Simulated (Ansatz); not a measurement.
**Ti2Si13Sn: melt and quench**

The task, for Ti2Si13Sn: make an amorphous cell by melting and quenching in short dynamics.

Program: Ansatz 0.2.0. Level of theory: DFT PBE, scalar-relativistic, plane waves, PAW. These are calculated values, not measurements.

### 1 The structure to begin with

The cell holds 16 atoms (Si13SnTi2): a = 6.783 Å, b = 6.467 Å, c = 6.462 Å, α = 87.67°, β = 88.07°, γ = 90.59°.

It is the last frame of an earlier stage of the same melt, run at 950 K.

Coordinates:

```xyz
16
Lattice="6.7817 -0.0349 0.1121 -0.0349 6.4659 0.1319 0.1121 0.1319 6.4601" Properties=species:S:1:pos:R:3 pbc="T T T"
Si    5.8350    4.3124    0.9560
Si    0.3637    0.8499    0.7434
Si    1.3087    2.7097    5.8616
Si    4.5743    2.0378    1.0214
Si    2.8037    5.4549    3.2260
Si    2.4485    4.3112    0.5989
Si    2.2332    2.5455    1.9696
Si    5.9704    3.6120    4.8584
Si    4.5027    3.6048    2.9599
Si    0.6660    4.4495    2.6524
Si    2.7341    1.0516    4.4044
Si    2.7846    0.1432    1.0080
Si    3.6913    3.2036    5.2869
Ti    1.1210    5.8315    5.2721
Ti    4.4087    5.7994    5.8484
Sn    5.7222    0.8265    3.4537
```

### 2 Stage at 300 K

One k point, a Fermi-Dirac width of 0.050 eV and a fixed cell.

Contents of input.yaml:

```yaml
crystal:
  lattice:
    - [6.78167, -0.034943, 0.112108]
    - [-0.034943, 6.465895, 0.131942]
    - [0.112108, 0.131942, 6.460074]
  atoms:
    - { symbol: Si, position: [0.8618874473, 0.6691697461, 0.1193674492] }
    - { symbol: Si, position: [0.0524488185, 0.1294583647, 0.1115167537] }
    - { symbol: Si, position: [0.1802375825, 0.4017590528, 0.8960200947] }
    - { symbol: Si, position: [0.6738248628, 0.3159428817, 0.1399605935] }
    - { symbol: Si, position: [0.4098798048, 0.8361645675, 0.4751786556] }
    - { symbol: Si, position: [0.363283474, 0.667239206, 0.0727786387] }
    - { symbol: Si, position: [0.3264949641, 0.3894966478, 0.2912623088] }
    - { symbol: Si, position: [0.871197954, 0.5485222228, 0.7257418089] }
    - { symbol: Si, position: [0.659602237, 0.5521833878, 0.4354598577] }
    - { symbol: Si, position: [0.0951887157, 0.680608026, 0.395036178] }
    - { symbol: Si, position: [0.3928267614, 0.1510530866, 0.6718787179] }
    - { symbol: Si, position: [0.4082585293, 0.0213241107, 0.148514785] }
    - { symbol: Si, position: [0.5335772952, 0.4820337843, 0.7992906338] }
    - { symbol: Ti, position: [0.1567162357, 0.8865050396, 0.7952820518] }
    - { symbol: Ti, position: [0.6401589999, 0.8824990579, 0.8761781935] }
    - { symbol: Sn, position: [0.8358394887, 0.1217821909, 0.5176375188] }
  symmetry: { detect: false }
basis:
  ecutwfc: 420
  xc_grid: 1
kpoints:
  mp_grid: { grid: [1, 1, 1], shift: [0.25, 0.25, 0.25] }
hamiltonian:
  xc: pbe
scf:
  occupations: { method: fermi_dirac, width: 0.05 }
  lower_state_search: "off"
  convergence: { dr2_threshold: 1.0e-05 }
output:
  forces: true
  stress: true
md:
  timestep: 3.0
  n_steps: 250
  ensemble: nvt_langevin
  friction: 0.03
  temperature: 300.0
  initial_velocities: maxwell_boltzmann
  seed: 27488
```

Launch:

```
> ansatz run input.yaml --threads 2 --pin off --max-ram 5120MiB --backend cpu --events-out ev --progress --plain --runs-dir out
```

What it wrote (excerpt; [...] marks lines left out):

```text
Warning: scf.convergence.dr2_threshold = 1e-5 eV is looser than this run's default, which is 1e-7 eV or tighter. The error in the forces grows as the threshold's square root, so leave the key out unless less accurate forces are enough
Warning: output.stress: scf.convergence.dr2_threshold = 1e-5 eV is looser than the 1.6e-9 eV advised for a printed stress (1e-10 eV for each atom of the cell: 16). What an SCF threshold leaves in a stress goes as its square root, and in the free energy as the threshold itself, and one [...]
Warning: RAYON_NUM_THREADS=2 ignored (pool sized by the plan → 2); use --threads N
[...]
Pseudopotentials: kind: paw
Pseudopotential: Si, paw, valence charge 4, recommended cutoff 420 eV (normal), Si.paw.azcp
Pseudopotential: Ti, paw, valence charge 12, recommended cutoff 420 eV (normal), Ti.paw.azcp
Pseudopotential: Sn, paw, valence charge 14, recommended cutoff 420 eV (normal), Sn.paw.azcp
Functional definition: PBE
[...]
Crystal: 16 atoms, lattice volume = 283.063 Å³
Basis set: ecut = 420 eV, 5539 PW (Γ)
Bands: 61, of which v1, the nominal top of the filled ones, is band 45 counted from 1 (44 counted from 0)
Symmetry: 1 space group operations
k-points: 1
[...]
SCF iter   1: F=—  HF=-19286.029126 eV  |F-HF|=—  |Δ(HF+E_count)|=         —  Δρ=1.62e-2  dr2=1.56e0  ethr=1.77e-3  ⟨swp⟩=8.0  Hψ=312  notcnv=0
[...]
md step     0: t =     0.00 fs  T =   281.2 K  F+E_penalty+E_count = -19285.82132999 eV  E_kin = 0.581670 eV  P_inst = -1.6708 GPa  (6 SCF iters)
[...]
md step    10: t =    30.00 fs  T =   226.2 K  F+E_penalty+E_count = -19286.36867032 eV  E_kin = 0.467825 eV  P_inst = -3.2603 GPa  (6 SCF iters)
[...]
md step    20: t =    60.00 fs  T =   337.6 K  F+E_penalty+E_count = -19286.56856308 eV  E_kin = 0.698290 eV  P_inst = -2.7226 GPa  (6 SCF iters)
[...]
md step    30: t =    90.00 fs  T =   269.8 K  F+E_penalty+E_count = -19286.59638661 eV  E_kin = 0.557914 eV  P_inst = -1.7145 GPa  (6 SCF iters)
[...]
md step    38: t =   114.00 fs  T =   307.4 K  F+E_penalty+E_count = -19286.61911042 eV  E_kin = 0.635706 eV  P_inst = -1.7231 GPa  (3 SCF iters)
md step    39: t =   117.00 fs  T =   262.6 K  F+E_penalty+E_count = -19286.56420831 eV  E_kin = 0.543031 eV  P_inst = -1.6999 GPa  (3 SCF iters)
```

### 3 More of the same log: Langevin dynamics at 300 K from the last frame before

Output, continued (excerpt; [...] marks lines left out):

```text
md step    40: t =   120.00 fs  T =   190.4 K  F+E_penalty+E_count = -19286.52122183 eV  E_kin = 0.393874 eV  P_inst = -1.7189 GPa  (6 SCF iters)
[...]
md step    70: t =   210.00 fs  T =   250.6 K  F+E_penalty+E_count = -19286.89796255 eV  E_kin = 0.518233 eV  P_inst = -1.5445 GPa  (6 SCF iters)
[...]
md step   100: t =   300.00 fs  T =   291.7 K  F+E_penalty+E_count = -19286.75553690 eV  E_kin = 0.603229 eV  P_inst = -0.4637 GPa  (6 SCF iters)
[...]
md step   130: t =   390.00 fs  T =   344.4 K  F+E_penalty+E_count = -19286.84686341 eV  E_kin = 0.712330 eV  P_inst = -0.7586 GPa  (6 SCF iters)
[...]
md step   159: t =   477.00 fs  T =   245.9 K  F+E_penalty+E_count = -19286.77026062 eV  E_kin = 0.508618 eV  P_inst = -0.3621 GPa  (3 SCF iters)
md step   160: t =   480.00 fs  T =   266.7 K  F+E_penalty+E_count = -19286.78806700 eV  E_kin = 0.551612 eV  P_inst = -0.4669 GPa  (6 SCF iters)
```

### 4 The log goes on: Langevin dynamics at 300 K from the last frame before

Output, continued (excerpt; [...] marks lines left out):

```text
md step   161: t =   483.00 fs  T =   276.9 K  F+E_penalty+E_count = -19286.80428410 eV  E_kin = 0.572722 eV  P_inst = -0.5708 GPa  (3 SCF iters)
[...]
md step   183: t =   549.00 fs  T =   222.9 K  F+E_penalty+E_count = -19286.91735890 eV  E_kin = 0.460983 eV  P_inst = -0.7124 GPa  (3 SCF iters)
[...]
md step   205: t =   615.00 fs  T =   355.4 K  F+E_penalty+E_count = -19287.26067526 eV  E_kin = 0.734997 eV  P_inst = -1.9058 GPa  (4 SCF iters)
[...]
md step   227: t =   681.00 fs  T =   368.3 K  F+E_penalty+E_count = -19287.32296542 eV  E_kin = 0.761701 eV  P_inst = -1.1100 GPa  (3 SCF iters)
[...]
md step   249: t =   747.00 fs  T =   266.4 K  F+E_penalty+E_count = -19287.39173631 eV  E_kin = 0.551026 eV  P_inst = -0.3783 GPa  (3 SCF iters)
[...]
md step   250: t =   750.00 fs  T =   300.0 K  F+E_penalty+E_count = -19287.40750178 eV  E_kin = 0.620363 eV  P_inst = -0.4035 GPa  (6 SCF iters)
SCF converged after 6 iterations
Free energy (F): -19287.407502 eV
[...]
E sigma→0 (E₀):  -19287.402850 eV
Entropy (-TS):   -0.009304 eV (-0.581 meV/atom)
Fermi energy:    9.066763 eV
[...]
--- Forces (eV/Å), atoms counted from 1 ---
  atom   1  Si     0.39354983    -0.40466830    -0.22843933
  atom   2  Si     0.56966155     0.71735970     0.01107459
  atom   3  Si     0.60390805    -0.41222149     0.46337141
  atom   4  Si     0.22164150     0.14474905    -0.30040862
  atom   5  Si     0.21194733    -0.03909417     0.16012366
  atom   6  Si     0.10741872    -0.49972183    -0.62204082
  atom   7  Si    -0.26650892     0.79449402     0.21803717
  atom   8  Si    -0.30065107     0.36866431    -0.02776456
[...]
--- Stress (GPa, compression-positive) ---
        0.837460       3.709286       4.575856
        3.709286      -2.866283       2.714215
        4.575856       2.714214       0.116083
  P = ⅓ Tr σ = -0.6376 GPa (-6.376 kbar)
--- MD trajectory: 250 steps, t = 0.0 → 750.0 fs ---
  final state: T = 300.0 K   F+E_penalty+E_count = -19287.40750178 eV   E_kin = 0.620363 eV
```

Run time: 3.3 min. Hardware: 2 threads of Arm Neoverse V2, shared host; peak memory 0.44 GiB.

### 5 Frames and traces

The trajectory, every 13 steps (energies from step 0); msd is the mean square displacement from the start, the centre of mass held:

```tsv
time (fs)	T (K)	potential energy change (meV/atom)	pressure (GPa)	msd Si (Å²)	msd Sn (Å²)	msd Ti (Å²)
0.0	281	0.0	-1.7	0.000	0.000	0.000
39.0	309	-36.9	-3.2	0.032	0.007	0.004
78.0	230	-48.8	-2.2	0.053	0.012	0.015
117.0	263	-46.4	-1.7	0.071	0.016	0.036
156.0	421	-54.9	-1.8	0.069	0.038	0.069
195.0	230	-62.7	-1.4	0.116	0.060	0.054
234.0	208	-62.4	-1.4	0.160	0.101	0.039
273.0	184	-51.3	-1.1	0.190	0.156	0.070
312.0	339	-54.9	0.0	0.205	0.172	0.034
351.0	236	-55.8	0.1	0.221	0.188	0.034
390.0	344	-64.1	-0.8	0.240	0.224	0.040
429.0	291	-60.2	-0.4	0.241	0.251	0.071
468.0	239	-57.7	-0.2	0.237	0.284	0.126
507.0	314	-70.6	-0.9	0.282	0.318	0.093
546.0	244	-69.4	-0.7	0.341	0.297	0.083
585.0	326	-83.1	-1.8	0.330	0.297	0.094
624.0	241	-86.8	-1.7	0.365	0.314	0.108
663.0	347	-79.3	-0.9	0.453	0.362	0.133
702.0	312	-86.9	-0.4	0.558	0.374	0.125
741.0	359	-93.5	-0.1	0.614	0.321	0.151
750.0	300	-99.1	-0.4	0.604	0.311	0.158
```

time (fs), T (K) and a bar:
```
      0.0        281 #############
     33.0        224 ######
     66.0        344 #####################
     99.0        358 #######################
    129.0        245 #########
    162.0        419 ##############################
    195.0        230 #######
    228.0        172 
    261.0        242 #########
    294.0        324 ###################
    327.0        229 #######
    360.0        246 #########
    390.0        344 #####################
    423.0        175 
    456.0        347 #####################
    489.0        281 #############
    522.0        289 ##############
    555.0        231 #######
    588.0        292 ###############
    621.0        231 #######
    651.0        327 ###################
    684.0        347 #####################
    717.0        277 #############
    750.0        300 ################
```

Bonds that form or break, judged by distance (formed within 1.15 times the sum of covalent radii and held on average over 12 fs, broken when stretched by half; pairs already stretched at the start don't count as bonds):

```tsv
time (fs)	bond	event
501.0	Si4–Si9	breaks
633.0	Si3–Si11	forms
687.0	Si2–Si10	forms
711.0	Si1–Si4	forms
```

Pair distribution over the second half of the run:

```tsv
r (Å)	g Si–Si	g Si–Ti	g Si–Sn
0.68	0.00	0.00	0.00
0.84	0.00	0.00	0.00
1.00	0.00	0.00	0.00
1.16	0.00	0.00	0.00
1.32	0.00	0.00	0.00
1.48	0.00	0.00	0.00
1.64	0.00	0.00	0.00
1.80	0.00	0.00	0.00
1.96	0.00	0.00	0.00
2.12	0.02	0.00	0.00
2.28	1.33	0.00	0.00
2.44	4.36	0.94	0.00
2.60	1.90	3.35	0.18
2.76	0.66	3.38	1.70
2.92	0.64	1.94	1.29
3.08	0.78	1.57	1.73
```

First peaks of g(r) (not always the tallest), and, where a minimum follows, the mean number of second-named atoms round a first-named one up to the next minimum:

```tsv
pair	peak (Å)	height	minimum (Å)	neighbours
Si–Si	2.44	4.4	2.92	4.7
Si–Ti	2.68	3.8	-	-
```

### 6 Snapshots as a file

Extended XYZ, with forces in eV/Å:

```xyz
16
Lattice="6.782 -0.035 0.112 -0.035 6.466 0.132 0.112 0.132 6.460" Properties=species:S:1:pos:R:3:forces:R:3 pbc="T T T" time_fs=126.0 T=242 dE=-0.7059
Si    5.798    4.383    1.006   -0.317    0.010   -0.321
Si    0.460    0.744    0.781   -0.260    0.301    0.108
Si    1.107    2.817    5.927   -0.233    0.293    0.024
Si    4.668    2.003    0.984   -0.149   -0.180    0.763
Si    2.888    5.396    3.508   -1.316    0.793    0.086
Si    2.521    4.301    0.438   -0.792   -0.584    0.376
Si    2.498    2.494    2.406    0.093   -0.666   -0.220
Si    6.132    3.831    4.694    0.180   -0.216    0.257
Si    4.394    3.851    2.949    0.893   -0.958   -0.725
Si    0.873    4.328    2.438    0.329    0.007    0.519
Si    2.796    1.208    4.664   -0.198    0.173   -0.905
Si    2.902    0.026    1.216    0.176    0.841   -0.045
Si    3.920    3.098    5.335    0.501    0.604    0.586
Ti    0.943    5.905    5.240    0.331   -0.248   -0.013
Ti    4.343    5.758    5.746    0.650    0.015   -0.100
Sn    5.816    0.724    3.380    0.108   -0.185   -0.394
16
Lattice="6.782 -0.035 0.112 -0.035 6.466 0.132 0.112 0.132 6.460" Properties=species:S:1:pos:R:3:forces:R:3 pbc="T T T" time_fs=249.0 T=269 dE=-0.9334
Si    5.907    4.570    0.989   -0.653   -0.080    0.209
Si    0.310    1.016    0.600   -0.176    0.240    0.065
Si    0.871    3.267    6.067    0.456    0.009    0.275
Si    4.615    1.487    0.983    0.114   -0.183    0.210
Si    2.687    5.572    3.425    0.106   -0.375   -0.227
Si    2.470    4.402    0.713    0.548   -0.262   -0.974
Si    2.577    2.404    2.364    0.304   -0.284   -0.092
Si    6.038    3.919    4.642   -0.177    0.280   -0.096
Si    4.339    3.865    2.960   -0.037    0.627   -0.635
Si    0.900    4.105    2.466   -0.161    0.084    0.795
Si    2.887    1.383    4.542   -0.019    0.252    0.397
Si    2.561    0.236    1.051    0.542    0.255    0.150
Si    3.996    3.160    5.775   -0.018    0.432   -0.496
Ti    0.968    5.998    5.286   -0.018   -0.248    0.119
Ti    4.443    5.978    5.667   -0.695   -0.621    0.459
Sn    5.952    0.644    3.281   -0.117   -0.126   -0.157
16
Lattice="6.782 -0.035 0.112 -0.035 6.466 0.132 0.112 0.132 6.460" Properties=species:S:1:pos:R:3:forces:R:3 pbc="T T T" time_fs=375.0 T=271 dE=-1.0218
Si    5.944    4.612    1.030   -0.203    0.409   -0.139
Si    0.433    1.210    0.419    0.359   -0.115   -0.167
Si    0.951    3.511    5.979    0.586   -0.592    0.442
Si    4.851    1.593    0.861   -0.040   -0.084    0.255
Si    2.691    5.644    3.216   -0.091   -0.061    0.049
Si    2.697    4.375    0.659   -0.550    0.744    0.093
Si    2.842    2.445    2.280    0.196   -0.350    0.251
Si    6.097    4.038    4.515   -0.141    0.004    0.277
Si    4.428    4.082    2.871   -0.333    0.171   -0.398
Si    0.978    3.983    2.466    0.301    0.264    0.002
Si    2.910    1.452    4.505    0.114   -0.565    0.081
Si    2.758    0.417    0.866   -0.489   -0.546    0.543
Si    4.055    3.202    5.601    0.576    0.303   -0.283
Ti    1.095    5.998    5.230   -0.488    0.493   -0.155
Ti    4.433    5.965    5.736    0.303   -0.037   -0.803
Sn    6.026    0.532    3.162   -0.103   -0.035   -0.048
16
Lattice="6.782 -0.035 0.112 -0.035 6.466 0.132 0.112 0.132 6.460" Properties=species:S:1:pos:R:3:forces:R:3 pbc="T T T" time_fs=501.0 T=323 dE=-1.0617
Si    5.985    4.899    1.155    0.020    0.238   -0.057
Si    0.541    1.378    0.612   -0.217   -0.094    0.034
Si    1.121    3.400    5.728    0.884   -0.111    0.525
Si    4.844    1.444    0.977   -0.201   -0.083    0.255
Si    2.621    5.508    3.405    0.065    0.592    0.192
Si    2.588    4.329    0.713    0.070   -0.257   -0.152
Si    2.824    2.282    2.452    0.838    0.833   -0.318
Si    6.025    3.979    4.567    0.202    0.319    0.022
Si    4.469    4.189    2.843   -0.899   -0.737   -0.438
Si    1.045    3.971    2.613   -0.434   -0.362   -0.453
Si    2.891    1.365    4.629    0.164    0.319   -0.016
Si    2.693    0.252    1.113    0.085   -0.331   -0.064
Si    4.122    3.162    5.663   -0.138   -0.172    0.496
Ti    1.018    6.151    5.312   -0.160   -0.839    0.591
Ti    4.370    5.856    5.773    0.212    0.363   -0.035
Sn    6.143    0.394    3.279   -0.493    0.320   -0.581
16
Lattice="6.782 -0.035 0.112 -0.035 6.466 0.132 0.112 0.132 6.460" Properties=species:S:1:pos:R:3:forces:R:3 pbc="T T T" time_fs=624.0 T=241 dE=-1.3892
Si    5.624    5.173    1.211   -0.181    0.071    0.364
Si    0.479    1.362    0.708   -0.335   -0.105   -0.041
Si    1.543    3.196    5.729   -0.904    0.188   -0.753
Si    4.670    1.388    1.048    1.322   -0.044   -0.203
Si    2.214    5.479    3.298    0.040   -0.167    0.006
Si    2.761    4.323    0.674   -0.445   -0.024    0.423
Si    2.868    2.448    2.272    0.123    0.380    0.127
Si    6.106    3.935    4.667   -0.127   -0.347   -0.053
Si    4.276    4.254    3.077    0.448    0.179   -0.009
Si    0.749    3.686    2.172    0.097    0.280   -0.057
Si    2.713    1.420    4.389   -0.050   -0.642    0.738
Si    2.614    0.235    1.129   -1.067   -0.346   -0.046
Si    4.101    3.010    5.656    0.904   -0.231   -0.330
Ti    0.974    5.950    5.418    0.026    0.326    0.222
Ti    4.225    6.001    5.719    0.166    0.102   -0.566
Sn    6.116    0.401    3.281   -0.017    0.381    0.176
16
Lattice="6.782 -0.035 0.112 -0.035 6.466 0.132 0.112 0.132 6.460" Properties=species:S:1:pos:R:3:forces:R:3 pbc="T T T" time_fs=750.0 T=300 dE=-1.5862
Si    5.523    5.225    1.356    0.394   -0.405   -0.228
Si    0.417    1.527    0.725    0.570    0.717    0.011
Si    1.374    3.286    5.335    0.604   -0.412    0.463
Si    4.897    1.098    1.139    0.222    0.145   -0.300
Si    2.178    5.426    3.381    0.212   -0.039    0.160
Si    2.695    4.169    0.564    0.107   -0.500   -0.622
Si    3.247    2.242    2.336   -0.267    0.794    0.218
Si    6.023    3.868    4.693   -0.301    0.369   -0.028
Si    4.323    4.252    3.154   -0.215    0.142   -0.004
Si    1.133    3.461    2.332   -0.509   -0.070   -0.388
Si    2.704    1.414    4.465   -0.255   -0.521    0.632
Si    2.409    0.276    1.130   -0.090   -0.697    0.223
Si    4.257    2.698    5.787   -0.271   -0.007    0.133
Ti    1.112    5.870    5.602   -0.545    0.167   -0.351
Ti    4.223    6.079    5.845   -0.121    0.281   -0.340
Sn    6.204    0.352    3.430    0.463    0.034    0.423
```

### 7 The stages side by side

Means over the second half of each stage, earlier sessions' stages included (the first, hottest stages at a lower cutoff are left out); the pressure holds its kinetic part:

```tsv
thermostat (K)	duration (fs)	mean T (K)	mean P (GPa)	mean potential energy over the last stage (meV/atom)	largest msd at the end (Å²)	wall time
2390	750	2467	6.3	317	1.80	3.7 min
1720	750	1579	2.6	215	1.74	3.7 min
950	750	954	-0.2	132	2.38	3.5 min
300	750	309	-0.8	0	0.59	3.3 min
```

### 8 Results

| quantity | value |
| --- | --- |
| 300 K: length | 250 steps of 3 fs |
| 300 K: temperature, first and last step | 281 and 300 K |
| 300 K: temperature, second half | mean 309 K, from 174 to 447 K |

Against a set 300 K the second half averages 309 K with a spread of 57 K (in equilibrium 16 atoms would scatter by about 61 K, over a far longer run). The set temperature drops by 2090 K in 2250 fs, about 9×10^14 K/s: far faster than any laboratory quench, and in so small a cell the end may be disordered or ordered by chance. In the hottest stage of the table the atoms move only 1.80 Å² in mean square, too little to forget where they started, so this is no equilibrated liquid. 750 fs on 16 atoms is far too short and small for converged averages.
